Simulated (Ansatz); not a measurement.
# ClH2InOS: up Jacob's ladder to CCSD(T)

Aim: compute ClH2InOS with functionals from several rungs and with coupled cluster, and see how far each lands from CCSD(T) at the basis-set limit for the atomisation energy.

Method: functionals in def2-TZVPP, the program's frozen cores in correlated methods; program: Ansatz 0.2.0, Gaussian basis.

The runs, in order: LDA (SPW92), PBE-D4, revPBE-D4, BLYP-D4, r2SCAN-D4, B97M-V, PBE0-D4, B3LYP-D4, r2SCANh-D4, r2SCAN0-D4, HSE06-D4, BHLYP-D4, CAM-B3LYP-D4, LC-ωPBE, ωB97X-V, ωB97M-V, B2PLYP, PBE-QIDH; CCSD(T)/def2-SVP; CCSD(T)/def2-TZVPP; CCSD(T)/def2-QZVPP; extrapolation to the limit; RPA on PBE.

### 1 The relaxed structure

The geometry comes from an earlier relaxation with PBE0-D4 in a triple-zeta def2 set; it is a stationary point. In takes the def2 core potential; no spin-orbit term is included.

SMILES `[OH][In]([SH])[Cl]`, 6 atoms, charge 0, spin multiplicity 1.

Atoms are counted from 1 here; the program's logs count them from 0.

Bond lengths: O1–In2 1.969 Å, O1–H5 0.961 Å, In2–S3 2.365 Å, In2–Cl4 2.305 Å, S3–H6 1.344 Å. Angles: In2–O1–H5 113.2°, O1–In2–S3 125.8°, O1–In2–Cl4 114.4°, S3–In2–Cl4 119.8°, In2–S3–H6 93.1°.

### 2 LDA

This LDA is Slater exchange with PW92 correlation.

in.yaml

```yaml
crystal:
  periodic: [false, false, false]
  atoms:
    - {symbol: O, position_ang: [-0.638207, 1.634644, -0.296915]}
    - {symbol: In, position_ang: [-0.420578, -0.321423, -0.367538]}
    - {symbol: S, position_ang: [1.252355, -1.567227, 0.746140]}
    - {symbol: Cl, position_ang: [-1.978289, -1.407054, -1.673720]}
    - {symbol: H, position_ang: [0.021068, 2.069273, 0.250042]}
    - {symbol: H, position_ang: [1.805751, -0.472212, 1.295890]}
basis:
  gaussian: {orbitals: def2-TZVPP}
hamiltonian: {xc: lda}
output: {orbitals: {seedname: orbitals}}
```

Started as:

```
> ansatz run in.yaml --threads 2 --pin off --events-out ev --progress --plain --max-ram 32768MiB --backend cpu
```

Further steps of the session: PBE-D4 (GGA); revPBE-D4 (GGA); BLYP-D4 (GGA); r2SCAN-D4 (meta-GGA); B97M-V (meta-GGA); PBE0-D4 (hybrid); B3LYP-D4 (hybrid); r2SCANh-D4 (hybrid); r2SCAN0-D4 (hybrid); HSE06-D4 (hybrid); BHLYP-D4 (hybrid); CAM-B3LYP-D4 (range-separated); LC-ωPBE (range-separated); ωB97X-V (range-separated); ωB97M-V (range-separated); B2PLYP (double hybrid); PBE-QIDH (double hybrid); CCSD(T) in def2-SVP; CCSD(T) in def2-TZVPP; CCSD(T) in def2-QZVPP; RPA on PBE orbitals.

Before running them: what should the planned runs give, taken together? Wanted: atomisation energy, CCSD(T)/CBS; farthest beyond LDA; mean size of error, GGA; mean size of error, meta-GGA; mean size of error, hybrid; mean size of error, range-separated; mean size of error, double hybrid; gap, smallest and largest; T1 diagnostic.

As calculated:

| quantity | value |
| --- | --- |
| atomisation energy, CCSD(T)/CBS | 1749.0 kJ/mol |
| functionals within 17.5 kJ/mol (1.0 %) | PBE-D4, r2SCAN-D4, B97M-V, ωB97X-V, ωB97M-V |
| farthest beyond LDA | BHLYP-D4 (-125.8 kJ/mol) |
| mean size of error, GGA | 40.1 kJ/mol |
| mean size of error, meta-GGA | 7.3 kJ/mol |
| mean size of error, hybrid | 61.1 kJ/mol |
| mean size of error, range-separated | 26.6 kJ/mol |
| mean size of error, double hybrid | 55.1 kJ/mol |
| gap, smallest and largest | 3.67 eV (LDA (SPW92)), 10.93 eV (LC-ωPBE) |
| T1 diagnostic | 0.0147 |
| triples share of the correlation energy | 3.8 % |

LDA overbinds by 272.6 kJ/mol (16 %). PBE-D4 is off by +5.2 kJ/mol. Double hybrids carry the basis error of their MP2 part in triple zeta, and no dispersion term here, so their miss is partly the set-up's. Taken by rung, meta-GGA functionals do best (7.3 kJ/mol on average) and hybrid ones worst beyond LDA (61.1 kJ/mol). The mean of the hybrids holds BHLYP, with half exact exchange. Misses under about 17.5 kJ/mol are within the doubt on the reference itself, which lacks core-valence correlation, spin-orbit coupling and higher excitations, and its outer-core shells are covered unevenly. All levels share the lack of spin-orbit coupling, which lowers the free heavy atoms and so the true binding. Hartree-Fock recovers 65 % of the binding; the rest is correlation. CCSD(T) in def2-SVP is off by -188.2 kJ/mol, more than most functionals: a good method in a small basis is no reference. The gap grows from 3.7 to 10.9 eV across the functionals, mostly with the share of exact exchange. Correlated methods include outer-core shells of In, which these sets cover unevenly.
